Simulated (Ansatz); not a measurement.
# Ta(NH)Cl3 (Cl₃HNTa): geometry optimisation

Aim: relax Ta(NH)Cl3 (Cl₃HNTa) at this level.

The runs use Ansatz 0.2.0; RKS CAM-B3LYP-D4/def2-SVP.

2 further runs of the same task are left out: 2 set aside as unsound or not needed.

**1. The system as given**

6 atoms, charge 0, spin multiplicity 1.

Atoms are counted from 1 here; the program's logs count them from 0.

Bond lengths: Ta1–N2 1.763 Å, Ta1–Cl4 2.313 Å, Ta1–Cl5 2.313 Å, Ta1–Cl6 2.313 Å, N2–H3 1.022 Å. Angles: N2–Ta1–Cl4 106.8°, N2–Ta1–Cl5 106.8°, N2–Ta1–Cl6 106.8°, Cl4–Ta1–Cl5 112.0°, Cl4–Ta1–Cl6 112.0°, Cl5–Ta1–Cl6 112.0°, Ta1–N2–H3 179.9°.

Geometry (Å):

```
Ta   -0.0056   -0.0028   -0.4241
N     0.0168    0.0085    1.3388
H     0.0311    0.0153    2.3606
Cl    2.1998   -0.0021   -1.1200
Cl   -1.1254    1.9081   -1.0898
Cl   -1.1167   -1.9270   -1.0655
```

**2. Relaxation**

Contents of input.yaml:

```yaml
crystal:
  periodic: [false, false, false]
  atoms:
    - { symbol: Ta, position_ang: [-0.005636, -0.002771, -0.424096] }
    - { symbol: "N", position_ang: [0.016825, 0.008504, 1.338796] }
    - { symbol: H, position_ang: [0.031086, 0.015333, 2.360593] }
    - { symbol: Cl, position_ang: [2.199761, -0.002135, -1.120018] }
    - { symbol: Cl, position_ang: [-1.125381, 1.908072, -1.08983] }
    - { symbol: Cl, position_ang: [-1.116655, -1.927003, -1.065454] }
basis:
  gaussian: { orbitals: def2-SVP }
hamiltonian:
  xc: { name: CAM-B3LYP }
  dispersion: d4
output:
  forces: true
relax:
  f_tol: 0.003
  max_steps: 120
```

Command:

```bash
$ ansatz run input.yaml --threads 1 --pin off --max-ram 2560MiB --backend cpu --events-out ev --progress --plain --runs-dir out
```

The log of the run, cut to the lines that bear on the results:

```text
Warning: RAYON_NUM_THREADS=1 ignored (pool sized by the plan → 1); use --threads N
[...]
Functional definition: CAM-B3LYP
[...]
1074 factors; integrals over basis functions are off by at most 3.3e-4 eV
314 factors; integrals over basis functions are off by at most 2.0e-6 eV
[...]
mean field -40618.31323513 eV, -1492.6954793093 hartree, gradient 5.7e-5 eV, S^2 0.000000; 0 other end points of the search recorded, 0 dependent functions left out
[...]
reference -40618.31337672 eV, -1492.6954845127 hartree; 36, 36 occupied and 69, 69 virtual orbitals, 1074 factors
relax step   1: F+E_penalty+E_count = -40618.52233716 eV  Δ(F+E_penalty+E_count) = +0.000e0 eV  max|allowed force component| = 1.003e0 eV/Å  Δτ_max = 0.0000 Å  (30 SCF iters, accepted)
[...]
relax step   4: F+E_penalty+E_count = -40618.53652161 eV  Δ(F+E_penalty+E_count) = -1.178e-5 eV  max|allowed force component| = 4.636e-3 eV/Å  Δτ_max = 0.0011 Å  (27 SCF iters, accepted)
[...]
relax step   5: F+E_penalty+E_count = -40618.53652222 eV  Δ(F+E_penalty+E_count) = -6.188e-7 eV  max|allowed force component| = 1.068e-3 eV/Å  Δτ_max = 0.0003 Å  (24 SCF iters, accepted)
1074 factors; integrals over basis functions are off by at most 2.9e-4 eV
314 factors; integrals over basis functions are off by at most 1.9e-6 eV
mean field -40618.32602003 eV, -1492.6959491460 hartree, gradient 2.2e-5 eV, S^2 0.000000; 1 other end points of the search recorded, 0 dependent functions left out
[...]
reference -40618.32616149 eV, -1492.6959543445 hartree; 36, 36 occupied and 69, 69 virtual orbitals, 1074 factors
Total energy: -40618.53666368 eV, -1492.7036901573 hartree
Atom 0 at    -0.005377    -0.002641    -0.407519 Å, force    -0.000528    -0.000065     0.000313 eV/Å
Atom 1 at     0.017007     0.008547     1.337436 Å, force     0.001068     0.000219    -0.000701 eV/Å
Atom 2 at     0.030618     0.015188     2.351449 Å, force    -0.000639    -0.000152     0.000410 eV/Å
Atom 3 at     2.185640    -0.002183    -1.122065 Å, force     0.000068    -0.000004     0.000003 eV/Å
Atom 4 at    -1.118285     1.895849    -1.091804 Å, force     0.000013    -0.000047    -0.000021 eV/Å
Atom 5 at    -1.109603    -1.914760    -1.067506 Å, force     0.000018     0.000048    -0.000003 eV/Å
Dipole moment:     0.003621     0.001784     0.270723 e Å
```

Wall time 36 s (1 thread of Arm Neoverse V2, shared host); peak memory 0.29 GiB.

Along the way:

| step | energy from step 1 (eV) | largest force component (eV/Å) |
| --- | --- | --- |
| 1 | 0.0000 | 1.0032 |
| 2 | -0.0129 | 0.2735 |
| 3 | -0.0142 | 0.0154 |
| 4 | -0.0142 | 0.0046 |
| 5 | -0.0142 | 0.0011 |

Distances of close pairs at the start and the end, largest changes first:

| bond | before (Å) | after (Å) | change (Å) |
| --- | --- | --- | --- |
| Ta1–N2 | 1.763 | 1.745 | -0.018 |
| Ta1–Cl6 | 2.313 | 2.305 | -0.008 |
| Ta1–Cl5 | 2.313 | 2.305 | -0.008 |
| Ta1–Cl4 | 2.313 | 2.305 | -0.008 |
| N2–H3 | 1.022 | 1.014 | -0.008 |

**3. Outcome**

```
             quantity      value
        energy gained  0.0142 eV
root mean square move    0.013 Å
        dipole moment     1.30 D
```

Bond lengths: Ta1–N2 1.745 Å, Ta1–Cl4 2.305 Å, Ta1–Cl5 2.305 Å, Ta1–Cl6 2.305 Å, N2–H3 1.014 Å. Angles: N2–Ta1–Cl4 107.3°, N2–Ta1–Cl5 107.3°, N2–Ta1–Cl6 107.3°, Cl4–Ta1–Cl5 111.5°, Cl4–Ta1–Cl6 111.5°, Cl5–Ta1–Cl6 111.5°, Ta1–N2–H3 180.0°. No frequencies were computed here.
